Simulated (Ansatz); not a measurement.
# CuF: the cost of one run

Method: def2-TZVPP, core rule «outside noble gas», up to 10 orbitals frozen; program: Ansatz 0.2.0, Gaussian basis.

To be run: UHF; CCSD(T) on RHF; CCSD(T) on UHF; CCSDT(Q) on RHF.

1 further run of the same task is left out (for a known fault of the program).

## (1) The system

The geometry is a PBE0/def2-TZVP stationary point (not a proven minimum).

2 atoms, charge 0, spin multiplicity 1.

Atoms are counted from 1 here; the program's logs count them from 0.

Bond lengths: Cu1–F2 1.765 Å.

## (2) UHF

in.yaml reads:

```yaml
crystal:
  periodic: [false, false, false]
  atoms:
    - {symbol: Cu, position_ang: [0.000000, 0.000000, 0.000000]}
    - {symbol: F, position_ang: [0.000000, 0.000000, 1.764798]}
basis:
  gaussian: {orbitals: def2-TZVPP}
magnetization: {spin_polarized: true, initial_magnetization: 0}
hamiltonian: {xc: hf}
output: {orbitals: {seedname: orbitals}}
```

On the command line:

```sh
ansatz run in.yaml --threads 1 --pin off --events-out ev --progress --plain --max-ram 2816MiB --backend cpu
```

Q: Estimate wall time and peak memory on 1 thread of AMD EPYC 7R13, shared host.

About 8 s, with a peak of 0.3 GiB.
